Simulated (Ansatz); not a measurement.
# C2H6Cl3NSi: basis-set convergence

Aim: see how fast density functionals converge with the basis set for C2H6Cl3NSi.

Computed with Ansatz 0.2.0, Gaussian basis. Level: one geometry, several basis sets.

Levels to be run: PBE0-D4/def2-SVP; ωB97M-V/def2-SVP; PBE0-D4/def2-QZVPP; ωB97M-V/def2-QZVPP; the functionals' def2-TZVPP values are taken from earlier runs.

## 1. The geometry

The geometry comes from an earlier relaxation with PBE0-D4 in a triple-zeta def2 set; it is a stationary point, not always the lowest conformer.

SMILES `CN(C)[Si](Cl)(Cl)Cl`, 13 atoms, charge 0, spin multiplicity 1.

Atoms are counted from 1 here; the program's logs count them from 0.

Bond lengths: C1–N2 1.449 Å, C1–H8 1.098 Å, C1–H9 1.095 Å, C1–H10 1.090 Å, N2–C3 1.449 Å, N2–Si4 1.687 Å, C3–H11 1.098 Å, C3–H12 1.095 Å, C3–H13 1.090 Å, Si4–Cl5 2.035 Å, Si4–Cl6 2.035 Å, Si4–Cl7 2.048 Å. Angles: N2–C1–H8 111.6°, N2–C1–H9 109.8°, N2–C1–H10 110.9°, H8–C1–H9 108.1°, H8–C1–H10 108.4°, H9–C1–H10 107.9°, C1–N2–C3 113.1°, C1–N2–Si4 122.0°, C3–N2–Si4 121.9°, N2–C3–H11 111.6°, N2–C3–H12 109.8°, N2–C3–H13 110.9°, H11–C3–H12 108.1°, H11–C3–H13 108.3°, H12–C3–H13 107.9°, N2–Si4–Cl5 109.9°, N2–Si4–Cl6 109.9°, N2–Si4–Cl7 114.1° and more.

## 2. PBE0-D4 in def2-SVP

File in.yaml:

```yaml
crystal:
  periodic: [false, false, false]
  atoms:
    - {symbol: C, position_ang: [-0.242250, -0.052207, 1.481581]}
    - {symbol: N, position_ang: [0.171922, 0.050735, 0.097202]}
    - {symbol: C, position_ang: [1.060332, -1.018569, -0.310423]}
    - {symbol: Si, position_ang: [-0.685532, 0.973020, -1.025670]}
    - {symbol: Cl, position_ang: [0.499956, 1.392261, -2.625691]}
    - {symbol: Cl, position_ang: [-1.303048, 2.710858, -0.165805]}
    - {symbol: Cl, position_ang: [-2.359864, 0.050550, -1.759463]}
    - {symbol: H, position_ang: [-0.790251, -0.983923, 1.671635]}
    - {symbol: H, position_ang: [0.637134, -0.035827, 2.134433]}
    - {symbol: H, position_ang: [-0.881890, 0.784921, 1.759876]}
    - {symbol: H, position_ang: [0.580948, -2.001209, -0.214944]}
    - {symbol: H, position_ang: [1.957764, -1.015571, 0.317584]}
    - {symbol: H, position_ang: [1.375381, -0.889739, -1.345615]}
basis:
  gaussian: {orbitals: def2-SVP}
hamiltonian: {xc: pbe0, dispersion: d4}
output: {orbitals: {seedname: orbitals}}
```

Launch:

```bash
> ansatz run in.yaml --threads 4 --pin off --events-out ev --progress --plain --max-ram 11315MiB
```

The program printed:

```text
Functional definition: PBE0
  name "PBE0"
  cite "Adamo & Barone, J. Chem. Phys. 110, 6158 (1999) doi:10.1063/1.478522"
  cite "Perdew, Burke & Ernzerhof, Phys. Rev. Lett. 77, 3865 (1996) doi:10.1103/PhysRevLett.77.3865"
  parent pbe
  parameter a = 0.25
  parameter kappa = 0.804
  parameter beta = 0.06672455060314922
  exchange = (1 - a)*pbe_x(kappa = kappa, mu = beta*pi^2/3) + a*exact_x
  correlation = pbe_c(beta = beta)
1388 factors; integrals over basis functions are off by at most 1.5e-3 eV
mean field evaluation 1: about -49069.4566 eV, gradient 4.9e1 eV
mean field evaluation 2: about -49063.9985 eV, gradient 7.0e1 eV
mean field evaluation 4: about -49075.2568 eV, gradient 2.8e0 eV
mean field evaluation 8: about -49075.4868 eV, gradient 1.3e-1 eV
mean field evaluation 16: about -49075.4869 eV, gradient 4.9e-5 eV
mean field -49075.48687495 eV, -1803.4908780947 hartree, gradient 4.9e-5 eV, S^2 0.000000; 0 other end points of the search recorded, 0 dependent functions left out
reference -49075.48690169 eV, -1803.4908790772 hartree; 45, 45 occupied and 99, 99 virtual orbitals, 1388 factors
Total energy: -49075.89472896 eV, -1803.5058664532 hartree
```

It took 2 s on 4 threads of Arm Neoverse V2, shared host; peak memory 0.43 GiB.

## 3. ωB97M-V in def2-SVP

Edit in.yaml of step 2 so:

```diff
@@ -18,3 +18,3 @@
   gaussian: {orbitals: def2-SVP}
-hamiltonian: {xc: pbe0, dispersion: d4}
+hamiltonian: {xc: {name: wB97M-V}}
 output: {orbitals: {seedname: orbitals}}
```

Same command.

The program printed, cut to the lines that bear on the results:

```text
Functional definition: wB97M-V
  name "wB97M-V"
  cite "Mardirossian & Head-Gordon, J. Chem. Phys. 144, 214110 (2016) doi:10.1063/1.4952647"
  cite "Becke, J. Chem. Phys. 107, 8554 (1997) doi:10.1063/1.475007"
  cite "Vydrov & Van Voorhis, J. Chem. Phys. 133, 244103 (2010) doi:10.1063/1.3521275"
  # Of w^i u^j: cxij and so on, Table III.
[...]
  gx(w, u) = 1 - cx + cx01*u + cx10*w
  gss(w, u) = css00 + css04*u^4 + css10*w + css20*w^2 + css43*w^4*u^3
  gos(w, u) = cos00 + cos10*w + (cos20 + cos21*u)*w^2 + (cos60 + cos61*u)*w^6
[...]
      + integral(e_c_pw_mod_opposite_spin*gos(b97_w_opposite, b97_u_opposite)) + vv10(b, c)
1388 factors; integrals over basis functions are off by at most 1.5e-3 eV
376 factors; integrals over basis functions are off by at most 7.0e-6 eV
[...]
mean field -49091.57819282 eV, -1804.0822231194 hartree, gradient 2.7e-5 eV, S^2 0.000000; 0 other end points of the search recorded, 0 dependent functions left out
reference -49091.57823245 eV, -1804.0822245757 hartree; 45, 45 occupied and 99, 99 virtual orbitals, 1388 factors
Total energy: -49091.57823245 eV, -1804.0822245757 hartree
```

Wall time 7.5 s (4 threads of Arm Neoverse V2, shared host); peak memory 0.62 GiB.

## 4. PBE0-D4 in def2-QZVPP

Edit in.yaml of step 3 so:

```diff
@@ -17,4 +17,4 @@
 basis:
-  gaussian: {orbitals: def2-SVP}
-hamiltonian: {xc: {name: wB97M-V}}
+  gaussian: {orbitals: "def2-QZVPP.json"}
+hamiltonian: {xc: pbe0, dispersion: d4}
 output: {orbitals: {seedname: orbitals}}
```

The command is unchanged.

The program printed:

```text
Functional definition: PBE0
  name "PBE0"
  cite "Adamo & Barone, J. Chem. Phys. 110, 6158 (1999) doi:10.1063/1.478522"
  cite "Perdew, Burke & Ernzerhof, Phys. Rev. Lett. 77, 3865 (1996) doi:10.1103/PhysRevLett.77.3865"
  parent pbe
  parameter a = 0.25
  parameter kappa = 0.804
  parameter beta = 0.06672455060314922
  exchange = (1 - a)*pbe_x(kappa = kappa, mu = beta*pi^2/3) + a*exact_x
  correlation = pbe_c(beta = beta)
2372 factors; their error is unknown
mean field evaluation 1: about -49087.5775 eV, gradient 6.5e1 eV
mean field evaluation 2: about -49074.2583 eV, gradient 9.9e1 eV
mean field evaluation 4: about -49096.9145 eV, gradient 5.1e0 eV
mean field evaluation 8: about -49096.9577 eV, gradient 2.2e-1 eV
mean field evaluation 16: about -49097.0040 eV, gradient 2.3e-4 eV
mean field -49097.00396142 eV, -1804.2816164375 hartree, gradient 5.5e-5 eV, S^2 0.000000; 0 other end points of the search recorded, 0 dependent functions left out
reference -49097.00400346 eV, -1804.2816179826 hartree; 45, 45 occupied and 586, 586 virtual orbitals, 2372 factors
Total energy: -49097.41183074 eV, -1804.2966053585 hartree
```

Run time: 22 s. Hardware: 4 threads of Arm Neoverse V2, shared host; peak memory 3.8 GiB.

## 5. ωB97M-V in def2-QZVPP

Edit in.yaml of step 4 so:

```diff
@@ -18,3 +18,3 @@
   gaussian: {orbitals: "def2-QZVPP.json"}
-hamiltonian: {xc: pbe0, dispersion: d4}
+hamiltonian: {xc: {name: wB97M-V}}
 output: {orbitals: {seedname: orbitals}}
```

The command is unchanged.

The program printed, cut to the lines that bear on the results:

```text
Functional definition: wB97M-V
  name "wB97M-V"
  cite "Mardirossian & Head-Gordon, J. Chem. Phys. 144, 214110 (2016) doi:10.1063/1.4952647"
  cite "Becke, J. Chem. Phys. 107, 8554 (1997) doi:10.1063/1.475007"
  cite "Vydrov & Van Voorhis, J. Chem. Phys. 133, 244103 (2010) doi:10.1063/1.3521275"
  # Of w^i u^j: cxij and so on, Table III.
[...]
  gx(w, u) = 1 - cx + cx01*u + cx10*w
  gss(w, u) = css00 + css04*u^4 + css10*w + css20*w^2 + css43*w^4*u^3
  gos(w, u) = cos00 + cos10*w + (cos20 + cos21*u)*w^2 + (cos60 + cos61*u)*w^6
[...]
      + integral(e_c_pw_mod_opposite_spin*gos(b97_w_opposite, b97_u_opposite)) + vv10(b, c)
2304 factors; their error is unknown
457 factors; integrals over basis functions are off by at most 2.0e-5 eV
[...]
mean field -49113.04294004 eV, -1804.8710380302 hartree, gradient 1.7e-5 eV, S^2 0.000000; 0 other end points of the search recorded, 0 dependent functions left out
reference -49113.04300507 eV, -1804.8710404202 hartree; 45, 45 occupied and 586, 586 virtual orbitals, 2304 factors
Total energy: -49113.04300507 eV, -1804.8710404202 hartree
```

Run time: 42 s. Hardware: 4 threads of Arm Neoverse V2, shared host; peak memory 4.4 GiB.

## 6. Functionals by basis

The def2-TZVPP values come from earlier runs at the same geometry.

| functional | basis | functions | energy (eV) | from the largest (eV) | HOMO (eV) | LUMO (eV) |
| --- | --- | --- | --- | --- | --- | --- |
| PBE0-D4 | def2-SVP | 144 | -49075.8947 | 21.517 | -7.11 | 0.82 |
| PBE0-D4 | def2-TZVPP | 345 | -49095.8346 | 1.577 | -7.19 | 0.36 |
| PBE0-D4 | def2-QZVPP | 631 | -49097.4118 | 0.000 | -7.22 | 0.14 |
| ωB97M-V | def2-SVP | 144 | -49091.5782 | 21.465 | -9.38 | 3.02 |
| ωB97M-V | def2-TZVPP | 345 | -49111.5410 | 1.502 | -9.47 | 2.40 |
| ωB97M-V | def2-QZVPP | 631 | -49113.0430 | 0.000 | -9.51 | 1.64 |

## 7. Summary of results

```
                                       quantity           value
PBE0-D4: double and triple zeta above quadruple  21.52, 1.58 eV
ωB97M-V: double and triple zeta above quadruple  21.46, 1.50 eV
```

In words: For PBE0-D4 the step from double to triple zeta gains 19.94 eV and the next only 1.58 eV. Total energies overstate the basis error of differences, where much of it tends to cancel. The LUMO of ωB97M-V is positive and keeps falling with the basis (3.02 to 1.64 eV): an unbound level that the basis holds in place.

For PBE0-D4 the largest set took about 11 times as long as the smallest (22 s against 2 s).
